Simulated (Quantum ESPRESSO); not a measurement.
Si:

```
CELL_PARAMETERS angstrom
0.00000 2.72185 2.72185
2.72185 0.00000 2.72185
2.72185 2.72185 0.00000
ATOMIC_POSITIONS crystal
Si 0.50000 0.50000 0.50000
Si 0.75000 0.75000 0.75000
```

Base run:

- Program: Quantum ESPRESSO 7.5
- Functional: PBEsol
- Potentials or basis: PseudoDojo 0.4.1 SR PBEsol standard
- Cutoff: 490 eV
- Density cutoff: 1959 eV
- k mesh: 8 × 8 × 8
- Occupations: fixed
- Spin: no spin polarisation

Its results: band gap on the k mesh, mean-field level 0.52 eV, indirect (least direct gap 2.51 eV).

Question: The run is repeated on the same cell with these changes: k mesh from 8 × 8 × 8 to 6 × 6 × 6. What comes out?

Answer: Band gap on the k mesh, mean-field level 0.61 eV, indirect (least direct gap 2.51 eV).

A k mesh can miss the band edges.
